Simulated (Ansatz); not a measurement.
# AuH8NOSi2: small, medium and large basis sets

The task here is to estimate one member of a computed series from the others.

The runs use Ansatz 0.2.0, Gaussian basis; one geometry, several basis sets.

The runs, in order: PBE0-D4/def2-SVP; ωB97M-V/def2-SVP; PBE0-D4/def2-QZVPP; ωB97M-V/def2-QZVPP; the functionals' def2-TZVPP values are taken from earlier runs.

### The geometry

An earlier PBE0-D4 in a triple-zeta def2 set relaxation fixed the geometry. Au takes the def2 core potential; no spin-orbit term is included.

SMILES `[OH2+][Au-][N]([SiH3])[SiH3]`, 13 atoms, charge 0, spin multiplicity 1.

Atoms are counted from 1 here; the program's logs count them from 0.

Bond lengths: O1–Au2 2.140 Å, O1–H6 0.963 Å, O1–H7 0.963 Å, Au2–N3 1.970 Å, N3–Si4 1.712 Å, N3–Si5 1.711 Å, Si4–H8 1.492 Å, Si4–H9 1.493 Å, Si4–H10 1.493 Å, Si5–H11 1.491 Å, Si5–H12 1.493 Å, Si5–H13 1.494 Å. Angles: Au2–O1–H6 111.7°, Au2–O1–H7 111.7°, H6–O1–H7 107.2°, O1–Au2–N3 179.7°, Au2–N3–Si4 115.9°, Au2–N3–Si5 115.5°, Si4–N3–Si5 128.6°, N3–Si4–H8 108.7°, N3–Si4–H9 112.8°, N3–Si4–H10 112.9°, H8–Si4–H9 108.1°, H8–Si4–H10 108.1°, H9–Si4–H10 106.1°, N3–Si5–H11 109.0°, N3–Si5–H12 112.8°, N3–Si5–H13 112.9°, H11–Si5–H12 108.0°, H11–Si5–H13 108.0° and more.

As a file:

```xyz
13
charge 0, multiplicity 1
O    -1.2870    2.9885   -1.3599
Au   -0.4953    1.1937   -0.5045
N     0.2366   -0.4527    0.2909
Si    1.0741   -0.2589    1.7714
Si   -0.0422   -1.8874   -0.5983
H    -2.2404    2.9327   -1.4851
H    -0.8970    3.1759   -2.2204
H     1.5506   -1.5955    2.2309
H     0.2193    0.3241    2.8474
H     2.2603    0.6399    1.6539
H     0.5630   -3.0370    0.1342
H    -1.4946   -2.1756   -0.7928
H     0.5525   -1.8477   -1.9678
```

Set-up of the first run:

in.yaml reads:

```yaml
crystal:
  periodic: [false, false, false]
  atoms:
    - {symbol: O, position_ang: [-1.287048, 2.988521, -1.359941]}
    - {symbol: Au, position_ang: [-0.495315, 1.193711, -0.504470]}
    - {symbol: N, position_ang: [0.236641, -0.452678, 0.290946]}
    - {symbol: Si, position_ang: [1.074119, -0.258908, 1.771424]}
    - {symbol: Si, position_ang: [-0.042162, -1.887445, -0.598316]}
    - {symbol: H, position_ang: [-2.240402, 2.932695, -1.485114]}
    - {symbol: H, position_ang: [-0.896956, 3.175950, -2.220358]}
    - {symbol: H, position_ang: [1.550595, -1.595504, 2.230932]}
    - {symbol: H, position_ang: [0.219336, 0.324059, 2.847408]}
    - {symbol: H, position_ang: [2.260290, 0.639939, 1.653878]}
    - {symbol: H, position_ang: [0.562999, -3.036988, 0.134193]}
    - {symbol: H, position_ang: [-1.494621, -2.175636, -0.792786]}
    - {symbol: H, position_ang: [0.552534, -1.847716, -1.967797]}
basis:
  gaussian: {orbitals: def2-SVP}
hamiltonian: {xc: pbe0, dispersion: d4}
output: {orbitals: {seedname: orbitals}}
```

Started as:

```console
$ ansatz run in.yaml --threads 2 --pin off --events-out ev --progress --plain --max-ram 22528MiB --backend cpu
```

Among the steps run: PBE0-D4 in def2-SVP; ωB97M-V in def2-SVP; PBE0-D4 in def2-QZVPP; ωB97M-V in def2-QZVPP.

One of the session's tables, all rows but one given; the rest of the session is left out.

It belongs to the step «Functionals by basis». 

```
functional       basis  HOMO (eV)
   PBE0-D4    def2-SVP      -6.15
   PBE0-D4  def2-TZVPP      -6.27
   PBE0-D4  def2-QZVPP      -6.30
   ωB97M-V    def2-SVP      -8.33
   ωB97M-V  def2-TZVPP          ?
   ωB97M-V  def2-QZVPP      -8.52
```

Estimate the missing values for ωB97M-V, def2-TZVPP.

**Answer.** HOMO (eV): -8.49. In the column «HOMO (eV)» it lies between ωB97M-V, def2-QZVPP (-8.52) and ωB97M-V, def2-SVP (-8.33).
